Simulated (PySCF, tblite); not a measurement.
**C6H13GeNSi: geometry, infrared bands and NMR shifts**

Aim: predict the infrared bands and NMR shifts of C6H13GeNSi (`C#C[SiH2][Ge@]([CH3])([CH]=C)[NH]C`).

Programs: tblite 0.8.0 and PySCF 2.14.0, with density-fitted response routines of our own. Each step states its level of theory. These are calculated values for one molecule in the gas phase, unless marked as measured. Atoms are numbered from 0 throughout.

### 1 Starting geometry

22 atoms, charge 0, multiplicity 1; geometry from: force field or distance geometry start.

Bonds of the start (Å): C0–C1 1.23, C1–Si2 1.81, Si2–Ge3 2.31, Ge3–C4 1.96, Ge3–C5 1.92, C5–C6 1.33, Ge3–N7 1.86, N7–C8 1.46, C0–H9 1.06, Si2–H10 1.49, Si2–H11 1.47, C4–H12 1.13, C4–H13 1.10, C4–H14 1.10, C5–H15 1.11, C6–H16 1.08, C6–H17 1.07, N7–H18 1.03, C8–H19 1.11, C8–H20 1.10, C8–H21 1.10.

### 2 Optimising the geometry with GFN2-xTB

Job settings and geometry (Å):

```
{"job": {"kind": "relax", "xc": "GFN2-xTB", "basis": "xTB"}, "charge": 0, "multiplicity": 1}
C      3.091200     0.752200    -1.586200
C      1.918500     0.402900    -1.653600
Si     0.193900    -0.148900    -1.737400
Ge    -0.668400    -0.049600     0.402600
C     -2.231000    -1.205400     0.623700
C     -1.137400     1.780800     0.751100
C     -1.442800     2.535900    -0.299300
N      0.667800    -0.564000     1.586800
C      1.458800    -1.692100     1.105300
H      4.104800     1.058800    -1.538100
H     -0.537700     0.766200    -2.659200
H      0.144300    -1.497600    -2.313800
H     -2.900500    -0.697000     1.382800
H     -2.742600    -1.411900    -0.333300
H     -1.861000    -2.113800     1.117200
H     -1.136500     2.172400     1.792400
H     -1.438500     2.141700    -1.305500
H     -1.711900     3.564000    -0.151200
H      1.248200     0.241800     1.872700
H      1.458200    -2.522700     1.841600
H      2.506000    -1.404100     0.918600
H      1.006200    -2.090200     0.182100
```

Command:

```sh
OMP_NUM_THREADS=1 python probes_run.py task.json out
```

This one command runs all jobs of the session in turn.

**Question.** This job is followed by: GFN2-xTB harmonic vibrations, gas phase; GIAO PBE0/pcSseg-1 NMR shielding, non-relativistic, gas phase. What will the session give for the following? strongest single infrared mode (GFN2-xTB); zero-point energy (GFN2-xTB); ¹³C shifts against TMS (PBE0/pcSseg-1); ¹H shifts against TMS (PBE0/pcSseg-1, means over atoms taken as alike); ²⁹Si shifts against TMS (PBE0/pcSseg-1); ⁷³Ge shifts against GeMe4 (PBE0/pcSseg-1); ¹⁵N shifts against NH3 (PBE0/pcSseg-1).

As calculated:

```
                                                              quantity                                                     value
                             strongest single infrared mode (GFN2-xTB)                                     2192 cm⁻¹, 350 km/mol
                                          zero-point energy (GFN2-xTB)                                            102.8 kcal/mol
                                ¹³C shifts against TMS (PBE0/pcSseg-1)                  149.4, 140.4, 106.7, 84.4, 34.4, 2.5 ppm
¹H shifts against TMS (PBE0/pcSseg-1, means over atoms taken as alike)  6.71, 6.43, 6.14, 4.36, 4.34, 2.86, 1.99, 0.47, 0.08 ppm
                               ²⁹Si shifts against TMS (PBE0/pcSseg-1)                                                -106.1 ppm
                             ⁷³Ge shifts against GeMe4 (PBE0/pcSseg-1)                                                   -13 ppm
                                ¹⁵N shifts against NH3 (PBE0/pcSseg-1)                                                  28.6 ppm
```

What this shows: Over 139 steps the energy fell by 0.570 eV; of the close pairs, Si2–Ge3 changed most, 2.309 to 2.385 Å. The lowest mode is slightly imaginary (11i cm⁻¹), a soft motion within the noise of the Hessian, so the minimum is not strictly shown. The strongest single mode, at 2192 cm⁻¹, moves mainly H11. GFN2-xTB is a fitted tight-binding method: band positions and strengths are rough. Its intensities can rank the bands wrongly. C5 (alkene CH) lies farthest downfield among carbon, at 149.4 ppm; as expected for a trigonal carbon in a double bond. H15 (hydrogen on an alkene CH) lies farthest downfield among hydrogen, at 6.71 ppm; olefinic region. At PBE0/pcSseg-1: Shielding is most anisotropic at C1 (span 285 ppm, paramagnetic term -159 ppm). Spin-orbit coupling is left out, which matters for shieldings and couplings at and beside the heavy atoms.
